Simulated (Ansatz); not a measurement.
**GeNH2 (quartet): from Hartree-Fock to the top rungs, cc-pVDZ**

The task here is to estimate one member of a computed series from the others.

Computed with Ansatz 0.2.0, Gaussian basis. Level: cc-pVDZ, core rule «outside noble gas», up to 15 orbitals frozen.

To be run: UHF; CCSD(T) on ROHF; CCSD(T) on UHF; BCCD(T) on ROHF; CISD; CCSDT(Q) on ROHF; CCSDT(Q) on UHF; CASSCF and MRCISD+Q, 11 electrons in 10 orbitals; CASSCF and NEVPT2, 11 electrons in 10 orbitals.

23 further runs of the same task are left out: 6 that didn't finish, 17 set aside as unsound or not needed.

## The system

The geometry is a PBE0/def2-TZVP stationary point (not a proven minimum). No spin-orbit coupling is included. The filled d shell of Ge may be among the frozen orbitals whatever the setting's name suggests; the logs give the count.

4 atoms, charge 0, spin multiplicity 4.

Atoms are counted from 1 here; the program's logs count them from 0.

Bond lengths: Ge1–N2 2.315 Å, N2–H3 1.021 Å, N2–H4 1.021 Å. Angles: Ge1–N2–H3 125.6°, Ge1–N2–H4 125.6°, H3–N2–H4 108.9°.

The first run:

Input file in.yaml:

```yaml
crystal:
  periodic: [false, false, false]
  atoms:
    - {symbol: Ge, position_ang: [0.000000, 0.000000, 0.431903]}
    - {symbol: N, position_ang: [0.000000, 0.000000, -1.883353]}
    - {symbol: H, position_ang: [0.000000, 0.830871, -2.477269]}
    - {symbol: H, position_ang: [0.000000, -0.830871, -2.477269]}
basis:
  gaussian: {orbitals: cc-pVDZ}
magnetization: {spin_polarized: true, initial_magnetization: 3}
hamiltonian: {xc: hf}
output: {orbitals: {seedname: orbitals}}
```

On the command line:

```sh
ansatz run in.yaml --threads 1 --pin off --events-out ev --progress --plain --max-ram 2393MiB
```

Among the steps run: UHF; CCSD(T) on ROHF; CCSD(T) on UHF; BCCD(T) on ROHF; CISD; CCSDT(Q) on ROHF; CCSDT(Q) on UHF; CASSCF and MRCISD+Q, 11 electrons in 10 orbitals; CASSCF and NEVPT2, 11 electrons in 10 orbitals.

One of the session's tables, all rows but one given; the rest of the session is left out.

```
          method  from UCCSDT(Q) (kJ/mol)
            ROHF                        ?
             UHF                   +598.6
            RMP2                   +101.5
            UMP2                   +102.1
            CISD                    +56.5
           RCCSD                    +15.8
           UCCSD                    +14.8
        RCCSD(T)                     +3.8
        UCCSD(T)                     +3.0
         BCCD(T)                     +3.8
          RCCSDT                     +1.7
          UCCSDT                     +0.9
       RCCSDT(Q)                     +0.8
       UCCSDT(Q)                        0
  CASSCF valence                   +427.9
  NEVPT2 valence                   +107.7
  MRCISD valence                    +31.7
MRCISD+Q valence                     +3.1
```

Q: Estimate the row for ROHF from the others.

**Answer.** from UCCSDT(Q) (kJ/mol): +621.5. In the column «from UCCSDT(Q) (kJ/mol)» it is the highest.

Among the levels timed on like hardware and quicker than the yardstick, those that no quicker one beats, quickest first: UCCSD(T) (6.5 s, +3.0 kJ/mol).

With the free atoms at the same levels and basis (separate runs), the atomisation energy is 7.514 eV at UCCSDT(Q), 7.499 eV at RCCSD(T), 7.496 eV at UCCSD(T), 5.180 eV at ROHF.

To keep in mind: Of the multireference levels listed MRCISD+Q valence comes nearest in total energy (+3.1 kJ/mol), which doesn't show that its space is the better one. Restricted and unrestricted rows rest on different reference determinants; where their highest levels disagree by more than a few hundredths of an eV, they describe different states and don't form one ladder.
